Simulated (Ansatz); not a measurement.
# C₄H₃F₅: ionisation energy by level of theory

The task here is to estimate one member of a computed series from the others.

Method: unrestricted cation, the program's frozen cores in correlated methods; program: Ansatz 0.2.0, Gaussian basis.

The runs, in order: UKS PBE-D4/def2-TZVPP; UKS r2SCAN-D4/def2-TZVPP; UKS PBE0-D4/def2-TZVPP; UKS B3LYP-D4/def2-TZVPP; UKS wB97X-V/def2-TZVPP; UKS wB97M-V/def2-TZVPP; UKS B2PLYP/def2-TZVPP; UHF-CCSD(T)/def2-TZVPP; UHF-MP2/def2-QZVPP; extrapolation to the limit; then −ε(HOMO) from the neutral's earlier runs with LDA (SPW92), PBE-D4, revPBE-D4, BLYP-D4, r2SCAN-D4, B97M-V, PBE0-D4, B3LYP-D4, r2SCANh-D4, r2SCAN0-D4, HSE06-D4, BHLYP-D4, CAM-B3LYP-D4, LC-ωPBE, ωB97X-V, ωB97M-V.

## Structure used throughout

An earlier PBE0-D4 in a triple-zeta def2 set relaxation fixed the geometry.

SMILES `FC1C(F)(F)CC1(F)F`, 12 atoms, charge 0, spin multiplicity 1.

Atoms are counted from 1 here; the program's logs count them from 0.

Bond lengths: F1–C2 1.347 Å, C2–C3 1.541 Å, C2–C7 1.541 Å, C2–H10 1.094 Å, C3–F4 1.344 Å, C3–F5 1.345 Å, C3–C6 1.532 Å, C6–C7 1.532 Å, C6–H11 1.088 Å, C6–H12 1.089 Å, C7–F8 1.344 Å, C7–F9 1.345 Å. Angles: F1–C2–C3 118.3°, F1–C2–C7 118.3°, F1–C2–H10 110.9°, C3–C2–C7 87.3°, C3–C2–H10 110.0°, C7–C2–H10 110.0°, C2–C3–F4 112.5°, C2–C3–F5 115.9°, C2–C3–C6 90.1°, F4–C3–F5 107.9°, F4–C3–C6 113.0°, F5–C3–C6 116.6°, C3–C6–C7 87.9°, C3–C6–H11 115.6°, C3–C6–H12 112.3°, C7–C6–H11 115.6°, C7–C6–H12 112.3°, H11–C6–H12 111.4° and more.

The first run:

File in.yaml:

```yaml
crystal:
  periodic: [false, false, false]
  atoms:
    - {symbol: F, position_ang: [0.803122, 0.782231, 1.949444]}
    - {symbol: C, position_ang: [-0.063627, 0.490648, 0.960803]}
    - {symbol: C, position_ang: [-0.129070, -0.962963, 0.453054]}
    - {symbol: F, position_ang: [0.987848, -1.656487, 0.730714]}
    - {symbol: F, position_ang: [-1.181308, -1.686680, 0.874548]}
    - {symbol: C, position_ang: [-0.177983, -0.459478, -0.993370]}
    - {symbol: C, position_ang: [0.306418, 0.899917, -0.478169]}
    - {symbol: F, position_ang: [1.628061, 1.082136, -0.638279]}
    - {symbol: F, position_ang: [-0.322765, 1.985888, -0.961308]}
    - {symbol: H, position_ang: [-1.068564, 0.848017, 1.205749]}
    - {symbol: H, position_ang: [0.489838, -0.963170, -1.688681]}
    - {symbol: H, position_ang: [-1.194972, -0.415258, -1.380506]}
basis:
  gaussian: {orbitals: def2-TZVPP}
total_charge: 1
magnetization: {spin_polarized: true, initial_magnetization: 1}
hamiltonian: {xc: pbe, dispersion: d4}
```

Command:

```console
$ ansatz run in.yaml --threads 2 --pin off --events-out ev --progress --plain --max-ram 32768MiB --backend cuda --devices 0, --max-vram 18GiB
```

Among the steps run: Cation, UKS PBE-D4/def2-TZVPP; Cation, UKS r2SCAN-D4/def2-TZVPP; Cation, UKS PBE0-D4/def2-TZVPP; Cation, UKS B3LYP-D4/def2-TZVPP; Cation, UKS wB97X-V/def2-TZVPP; Cation, UKS wB97M-V/def2-TZVPP; Cation, UKS B2PLYP (frozen core)/def2-TZVPP; Cation, UHF-CCSD(T)/def2-TZVPP; Cation, UHF-MP2/def2-QZVPP.

One of the session's tables, all rows but one given; the rest of the session is left out.

It belongs to the step «Ionisation energies side by side». For comparison, −ε(HOMO) of the neutral from earlier runs:

| functional | −ε(HOMO) (eV) |
| --- | --- |
| LDA (SPW92) | 7.91 |
| PBE-D4 | 7.68 |
| revPBE-D4 | 7.58 |
| BLYP-D4 | 7.63 |
| r2SCAN-D4 | 8.05 |
| B97M-V | 8.21 |
| PBE0-D4 | 9.40 |
| B3LYP-D4 | 9.18 |
| r2SCANh-D4 | 8.69 |
| r2SCAN0-D4 | 9.65 |
| HSE06-D4 | ? |
| BHLYP-D4 | 11.09 |
| CAM-B3LYP-D4 | 10.93 |
| LC-ωPBE | 12.18 |
| ωB97X-V | 11.84 |
| ωB97M-V | 11.76 |

Estimate the missing values for HSE06-D4.

As computed: −ε(HOMO) (eV): 8.99. In the column «−ε(HOMO) (eV)» it lies between r2SCANh-D4 (8.69) and B3LYP-D4 (9.18).
